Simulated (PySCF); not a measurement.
# C8H8Cl2O2S: the cost of one run

Programs: PySCF 2.14.0, with routines of our own; each step states its level. All values are computed. Atoms count from 0.

### 1 The starting structure

21 atoms, charge 0, multiplicity 1; geometry from: GFN2-xTB.

### 2 Excited states: TDA CAM-B3LYP/def2-SVP

The job: settings as JSON, then the geometry in Å.

```
{"job": {"kind": "states", "xc": "CAM-B3LYP", "basis": "def2-SVP", "tda": true, "soc": true, "nstates": 6, "ntriplets": 4, "nquad": 4}, "charge": 0, "multiplicity": 1}
C     -2.368056    -1.040340    -0.114790
C     -1.284445    -0.011074    -0.055524
C     -1.559595     1.351319    -0.174103
Cl    -3.182523     1.905593    -0.366773
C     -0.558015     2.314781    -0.150773
C      0.755196     1.914427    -0.011425
C      1.029559     0.569267     0.127726
S      2.755157     0.157164     0.246788
O      3.547603     1.339847     0.165296
O      3.042915    -0.779713     1.286493
Cl     3.032082    -0.833227    -1.515728
C      0.050831    -0.410789     0.114088
C      0.406710    -1.853026     0.250585
H     -2.503389    -1.503666     0.862014
H     -2.108469    -1.820536    -0.826750
H     -3.310774    -0.593051    -0.412871
H     -0.811225     3.357928    -0.249809
H      1.570229     2.618593    -0.007064
H     -0.344549    -2.382944     0.829894
H      0.463120    -2.315225    -0.735114
H      1.368719    -1.968386     0.737370
```

Level: TDA CAM-B3LYP/def2-SVP excited states, vertical, gas phase, spin-orbit mean-field couplings.

The run is started by

```sh
OMP_NUM_THREADS=1 python excited_run.py task.json out
```

One launch serves the whole session: the jobs run in the order shown.

**Question.** How long does this job take on 1 thread of AMD EPYC 9R45, shared host, and how much memory does it need?

About 49 s, with a peak of 1.2 GiB.
